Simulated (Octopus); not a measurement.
**A workflow on AlBrF2 (SMILES [F][Al]([F])[Br])**

We compute energy and forces (PZ81 LDA), then the response to a field (PZ81 LDA) of AlBrF2. 

The calculation is run with Octopus 16.4.

6 further runs of the same task are left out: 6 set aside as unsound or not needed.

### Step 1. The structure to begin with

AlBrF2: 4 atoms, total charge 0, spin state singlet. As SMILES, `[F][Al]([F])[Br]`. The coordinates come from a PBE0-D4/def2-TZVP relaxation.

Bond lengths: F1–Al2 1.631 Å, Al2–F3 1.631 Å, Al2–Br4 2.216 Å. Angles: F1–Al2–F3 118.9°, F1–Al2–Br4 120.6°, F3–Al2–Br4 120.6°.

### Step 2. Energy and gradient at PZ81 LDA (scalar, in the pseudopotentials, pseudodojo_lda potentials, box margin 5 angstrom, extra states 0, grid spacing 0.172 angstrom, mix field default) (run 1)

Command:

```console
OMP_NUM_THREADS=1 octopus > gs.log
```

Log:

```text
Version                : 16.4
************************** Calculation Mode **************************
Input: [CalculationMode = gs]
Input: [SpinComponents = unpolarized]
******************************* Space ********************************
Octopus will run in 3 dimension(s).
Octopus will treat the system as periodic in 0 dimension(s).
Input: [AllElectronType = no]
Input: [PseudopotentialSet = pseudodojo_lda]
Reading Coordinates from Coordinates block
****************************** Species *******************************
  Species 'F'
    type             : pseudopotential
    file format      : UPF2
    valence charge   : 7.0
    atomic number    :   9
    form on file     : kleinman-bylander
    lmax             : 2
    llocal           : -1
    projectors per l : 2
    total projectors : 6
    application form : kleinman-bylander
    orbitals         :  4
    bound orbitals   :  4
  Species 'Al'
    type             : pseudopotential
    file format      : UPF2
    valence charge   : 3.0
    atomic number    :  13
    form on file     : kleinman-bylander
    lmax             : 2
    llocal           : -1
    projectors per l : 2
    total projectors : 6
    application form : kleinman-bylander
    orbitals         :  4
    bound orbitals   :  4
  Species 'Br'
    type             : pseudopotential
    file format      : UPF2
    valence charge   : 7.0
    atomic number    :  35
    form on file     : kleinman-bylander
    lmax             : 2
    llocal           : -1
    projectors per l : 2
    total projectors : 6
    application form : kleinman-bylander
    orbitals         :  4
    bound orbitals   :  4
***************************** Symmetries *****************************
Symmetry elements : (sigma)
Symmetry group    : Cs
Input: [CurvMethod = curv_affine]
Input: [DerivativesStencil = stencil_star]
Input: [SmearingFunction = semiconducting]
Input: [SymmetrizeDensity = no]
******************************* States *******************************
Total electronic charge  =       24.000
Number of states         =       12
States block-size        =        4
************************** Parallelization ***************************
Info: Octopus will run in *serial*
******************************** Grid ********************************
Simulation Box:
  Type = minimum
  Radius  [A] =   5.000
Main mesh:
  Spacing [A] = ( 0.172, 0.172, 0.172)    volume/point [A^3] =      0.00509
  # inner mesh =     182199
  # total mesh =     242215
  Grid Cutoff [eV] =  1271.059107    Grid Cutoff [Ry] =    93.421129
Input: [StatesPack = yes]
** Warning:
**   Unknown XC functional for species 'F'
** Warning:
**   The XCFunctional that you selected does not match the one used
**   to generate the pseudopotentials.
Input: [StatesOrthogonalization = cholesky_serial]
**************************** Theory Level ****************************
Input: [TheoryLevel = kohn_sham]
Exchange-correlation:
  Exchange
    Slater exchange (LDA)
  Correlation
    Perdew & Zunger (Modified) (LDA)
****************************** Hartree *******************************
Input: [DressedOrbitals = no]
The chosen Poisson solver is 'interpolating scaling functions'
Input: [FilterPotentials = filter_TS]
Info: Pseudopotential for F
  Radii for localized parts:
    local part     =  1.2 A
    non-local part =  1.3 A
    orbitals       =  3.5 A
Info: Pseudopotential for Al
  Radii for localized parts:
    local part     =  1.0 A
    non-local part =  1.4 A
    orbitals       =  6.7 A
Info: Pseudopotential for Br
  Radii for localized parts:
    local part     =  1.3 A
    non-local part =  1.5 A
    orbitals       =  4.4 A
Input: [RelativisticCorrection = non_relativistic]
Input: [DFTULevel = dft_u_none]
Input: [MagneticConstrain = 0]
****************** Approximate memory requirements *******************
Mesh
  global  :       1.8 MiB
  local   :       7.4 MiB
  total   :       9.2 MiB
States
  real    :      22.2 MiB (par_kpoints + par_states + par_domains)
  complex :      44.4 MiB (par_kpoints + par_states + par_domains)
Info: Generating external potential
      done.
Input: [InteractionTiming = timing_exact]
Info: Octopus initialization completed.
Info: Starting calculation mode.
Info: Allocating ground state wave-functions
      Block       1 contains       4 states:       1 -       4
      Block       2 contains       4 states:       5 -       8
      Block       3 contains       4 states:       9 -      12
Info: Ground-state allocation done.
**************************** Eigensolver *****************************
Input: [Eigensolver = cg]
Input: [Preconditioner = pre_filter]
Input: [PreconditionerFilterFactor = 0.5000]
Input: [SubspaceDiagonalization = standard]
Input: [MixField = potential] (what to mix during SCF cycles)
Input: [MixingScheme = broyden]
Info: Mixing uses    4 steps and restarts after   20 steps.
Input: [LCAOStart = lcao_states]
Input: [LCAOScaleFactor = 1.000]
Input: [LCAOMaximumOrbitalRadius = 10.58 A]
Info: Double-precision storage for     4 extra orbitals will be allocated.
Info: Unnormalized total charge =     23.998415
Info: Renormalized total charge =     24.000000
Info: Setting up Hamiltonian.
Info: Performing initial LCAO calculation with     16 orbitals.
Info: Getting Hamiltonian matrix elements.
Eigenvalues [eV]
 #st  Spin   Eigenvalue      Occupation
   1   --   -32.695138       2.000000
   2   --   -32.519334       2.000000
   3   --   -21.423440       2.000000
   4   --   -15.233050       2.000000
   5   --   -14.636034       2.000000
   6   --   -13.923634       2.000000
   7   --   -13.860073       2.000000
   8   --   -13.647705       2.000000
   9   --   -13.563149       2.000000
  10   --   -10.269022       2.000000
  11   --    -8.772135       2.000000
  12   --    -8.729691       2.000000
Info: Ground-state restart information will be written to 'restart/gs'.
Info: SCF using real wavefunctions.
Info: Starting SCF iteration.
*********************** SCF CYCLE ITER #    1 ************************
 etot  = -1.96646894E+03 abs_ev   =  3.60E+00 rel_ev   =  8.95E-03
 ediff =        7.23E+01 abs_dens =  3.01E+00 rel_dens =  1.25E-01
Converged eigenvectors: 0
#  State  Eigenvalue [eV]  Occupation    Error
      1      -32.776466    2.000000   ( 2.8E-02)
      2      -32.598053    2.000000   ( 2.2E-02)
      3      -21.497304    2.000000   ( 2.3E-02)
      4      -15.493738    2.000000   ( 5.4E-02)
      5      -14.859800    2.000000   ( 3.9E-02)
      6      -14.087904    2.000000   ( 3.8E-02)
      7      -13.993868    2.000000   ( 2.7E-02)
      8      -13.781498    2.000000   ( 2.9E-02)
      9      -13.676253    2.000000   ( 2.8E-02)
     10      -10.587702    2.000000   ( 4.3E-02)
     11       -8.883634    2.000000   ( 2.3E-02)
     12       -8.835752    2.000000   ( 2.2E-02)
                                                                     ^
*********************** SCF CYCLE ITER #    2 ************************
 etot  = -1.87999110E+03 abs_ev   =  3.93E+01 rel_ev   =  1.08E-01
 ediff =        3.18E+00 abs_dens =  1.18E+00 rel_dens =  4.93E-02
Converged eigenvectors: 0
#  State  Eigenvalue [eV]  Occupation    Error
      1      -30.281284    2.000000   ( 1.4E-02)
      2      -30.056531    2.000000   ( 1.7E-02)
      3      -21.215762    2.000000   ( 4.9E-03)
      4      -13.409068    2.000000   ( 2.2E-02)
      5      -12.515163    2.000000   ( 2.1E-02)
      6      -11.893670    2.000000   ( 2.4E-02)
      7      -11.767418    2.000000   ( 2.2E-02)
      8      -11.432109    2.000000   ( 2.0E-02)
      9      -11.287285    2.000000   ( 1.9E-02)
     10      -10.311916    2.000000   ( 8.4E-03)
     11       -8.678000    2.000000   ( 5.3E-03)
     12       -8.558944    2.000000   ( 4.2E-03)
                                                                     ^
[eigenvalue tables of the cycles between left out]
*********************** SCF CYCLE ITER #    3 ************************
 etot  = -1.83236318E+03 abs_ev   =  2.00E+01 rel_ev   =  5.83E-02
 ediff =        1.75E+00 abs_dens =  5.72E-01 rel_dens =  2.38E-02
*********************** SCF CYCLE ITER #    4 ************************
 etot  = -1.84108895E+03 abs_ev   =  1.89E+00 rel_ev   =  5.49E-03
 ediff =        3.21E-01 abs_dens =  2.06E-01 rel_dens =  8.57E-03
*********************** SCF CYCLE ITER #    5 ************************
 etot  = -1.83454847E+03 abs_ev   =  4.07E+00 rel_ev   =  1.19E-02
 ediff =        2.40E-01 abs_dens =  6.33E-02 rel_dens =  2.64E-03
*********************** SCF CYCLE ITER #    6 ************************
 etot  = -1.83431565E+03 abs_ev   =  3.36E-01 rel_ev   =  9.84E-04
 ediff =        8.56E-03 abs_dens =  3.74E-02 rel_dens =  1.56E-03
*********************** SCF CYCLE ITER #    7 ************************
 etot  = -1.83573389E+03 abs_ev   =  4.65E-01 rel_ev   =  1.36E-03
 ediff =        5.21E-02 abs_dens =  2.01E-02 rel_dens =  8.39E-04
*********************** SCF CYCLE ITER #    8 ************************
 etot  = -1.83554725E+03 abs_ev   =  1.14E-01 rel_ev   =  3.35E-04
 ediff =        6.86E-03 abs_dens =  3.12E-03 rel_dens =  1.30E-04
*********************** SCF CYCLE ITER #    9 ************************
 etot  = -1.83570610E+03 abs_ev   =  9.95E-02 rel_ev   =  2.91E-04
 ediff =        5.84E-03 abs_dens =  1.80E-03 rel_dens =  7.49E-05
*********************** SCF CYCLE ITER #   10 ************************
 etot  = -1.83572539E+03 abs_ev   =  1.09E-02 rel_ev   =  3.20E-05
 ediff =        7.09E-04 abs_dens =  4.23E-04 rel_dens =  1.76E-05
*********************** SCF CYCLE ITER #   11 ************************
 etot  = -1.83569998E+03 abs_ev   =  1.23E-02 rel_ev   =  3.60E-05
 ediff =        9.34E-04 abs_dens =  4.01E-04 rel_dens =  1.67E-05
*********************** SCF CYCLE ITER #   12 ************************
 etot  = -1.83571836E+03 abs_ev   =  8.84E-03 rel_ev   =  2.59E-05
 ediff =        6.75E-04 abs_dens =  2.23E-04 rel_dens =  9.30E-06
*********************** SCF CYCLE ITER #   13 ************************
 etot  = -1.83571044E+03 abs_ev   =  5.05E-03 rel_ev   =  1.48E-05
 ediff =        2.91E-04 abs_dens =  8.22E-05 rel_dens =  3.42E-06
*********************** SCF CYCLE ITER #   14 ************************
 etot  = -1.83570783E+03 abs_ev   =  6.82E-04 rel_ev   =  2.00E-06
 ediff =        9.61E-05 abs_dens =  5.46E-05 rel_dens =  2.28E-06
*********************** SCF CYCLE ITER #   15 ************************
 etot  = -1.83570907E+03 abs_ev   =  6.34E-04 rel_ev   =  1.86E-06
 ediff =        4.57E-05 abs_dens =  1.39E-05 rel_dens =  5.81E-07
*********************** SCF CYCLE ITER #   16 ************************
 etot  = -1.83570895E+03 abs_ev   =  6.21E-05 rel_ev   =  1.82E-07
 ediff =        4.45E-06 abs_dens =  5.57E-06 rel_dens =  2.32E-07
*********************** SCF CYCLE ITER #   17 ************************
 etot  = -1.83570907E+03 abs_ev   =  6.63E-05 rel_ev   =  1.94E-07
 ediff =        4.59E-06 abs_dens =  1.45E-06 rel_dens =  6.05E-08
Converged eigenvectors: 0
#  State  Eigenvalue [eV]  Occupation    Error
      1      -29.082118    2.000000   ( 1.8E-07)
      2      -28.851226    2.000000   ( 1.9E-07)
      3      -20.710566    2.000000   ( 1.5E-07)
      4      -12.399456    2.000000   ( 5.3E-08)
      5      -11.378617    2.000000   ( 1.9E-07)
      6      -10.865202    2.000000   ( 1.5E-07)
      7      -10.756427    2.000000   ( 2.8E-07)
      8      -10.365437    2.000000   ( 1.3E-07)
      9      -10.149766    2.000000   ( 1.4E-07)
     10       -9.762110    2.000000   ( 2.8E-07)
     11       -8.296624    2.000000   ( 1.2E-07)
     12       -8.096322    2.000000   ( 1.0E-07)
                                                                     ^
*********************** SCF CYCLE ITER #   18 ************************
 etot  = -1.83570904E+03 abs_ev   =  2.22E-05 rel_ev   =  6.51E-08
 ediff =        1.28E-06 abs_dens =  5.62E-07 rel_dens =  2.34E-08
Converged eigenvectors: 0
#  State  Eigenvalue [eV]  Occupation    Error
      1      -29.082117    2.000000   ( 1.3E-07)
      2      -28.851225    2.000000   ( 1.3E-07)
      3      -20.710565    2.000000   ( 1.2E-08)
      4      -12.399455    2.000000   ( 2.2E-08)
      5      -11.378616    2.000000   ( 4.5E-08)
      6      -10.865201    2.000000   ( 7.2E-08)
      7      -10.756426    2.000000   ( 6.4E-08)
      8      -10.365436    2.000000   ( 8.3E-08)
      9      -10.149765    2.000000   ( 1.1E-07)
     10       -9.762109    2.000000   ( 2.2E-08)
     11       -8.296623    2.000000   ( 7.4E-08)
     12       -8.096321    2.000000   ( 4.8E-08)
                                                                     ^
Info: SCF converged in   18 iterations
** Warning:
**   Some of the states are not fully converged!
Info: Number of matrix-vector products:       2639
Octopus emitted 3 warnings.
```

It took 37 s on 1 thread of Arm Neoverse V1, shared host; peak memory 0.17 GiB.

[end of part 1 of 2]
